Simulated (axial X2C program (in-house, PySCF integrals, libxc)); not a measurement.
**A two-component session on SnTi: properties at the nuclei**

Wanted for SnTi: properties at the nuclei, at the two-component level.

The runs use an in-house X2C program for linear molecules on PySCF integrals; two-component X2C with atomic mean-field terms, Sn dyall-cv3z, Ti dyall-cv3z.

All values are calculated.

## (1) Set-up

File task.json:

```json
{
 "zs": [
  50,
  22
 ],
 "q": 0,
 "bas": [
  "dyall-cv3z",
  "dyall-cv3z"
 ],
 "r0": 2.76,
 "levels": [
  "PBE0",
  "HF",
  "BHandHLYP",
  "PBE50",
  "B3LYP"
 ],
 "nst": 3
}
```

Keys: zs atomic numbers; q charge; bas basis sets; r0 starting distance in Å; levels methods (HF also brings MP2); nst determinants followed.

The run is started by

```
> python soeom.py task.json out
```

The runs that follow: Expectation values, lowest determinant; Expectation values, a higher determinant; Expectation values, a higher determinant.

**Question.** What will these runs give? Wanted: lowest determinant; Eeff magnitude; Ws magnitude Sn; A∥/gI Sn; qzz Sn; higher determinant (for each run or level that gives them).

**Answer**, as computed:

| quantity | value |
| --- | --- |
| lowest determinant | Ω = 4 (excess of +ω over −ω: ω = 3/2, ω = 5/2) |
| Eeff magnitude (GV/cm), PBE0 | 1.35 |
| Ws magnitude Sn (kHz), PBE0 | 0.246 |
| A∥/gI Sn (MHz), PBE0 | -173 |
| qzz Sn (a.u.), PBE0 | -3.32 |
| higher determinant | Ω = 3 (excess of +ω over −ω: ω = 1/2, ω = 5/2) |
| Eeff magnitude (GV/cm), PBE0, higher determinant | 1.04 |
| Ws magnitude Sn (kHz), PBE0, higher determinant | 0.153 |
| A∥/gI Sn (MHz), PBE0, higher determinant | 141 |
| qzz Sn (a.u.), PBE0, higher determinant | -3.24 |
| higher determinant | Ω = 1 (excess of +ω over −ω: 2 × ω = 1/2) |
| Eeff magnitude (GV/cm), PBE0, higher determinant | 0.573 |
| Ws magnitude Sn (kHz), PBE0, higher determinant | 0.51 |
| A∥/gI Sn (MHz), PBE0, higher determinant | 914 |
| qzz Sn (a.u.), PBE0, higher determinant | -3.23 |

**Reading.** In the first state, the effective field runs from 1.35 to 9.74 GV/cm over the mean-field levels, so the levels don't agree on it. The expectation values come from single determinants, which for open shells can mix terms of unlike spin or miss the lowest Ω, so a determinant need not be a state. Eeff is the effective electric field on the electron dipole moment in this Ω state and Ws the scalar–pseudoscalar constant (defined with the proton number Z and per Ω); A∥ is the parallel hyperfine constant, which follows by multiplying with the nuclear g factor gI = μI/(I μN); qzz is the electric field gradient, eQq0 = 234.96 MHz × Q/barn × qzz; μ is positive if Ti is the positive end. The operators were transformed with the bare-nucleus X2C matrices.
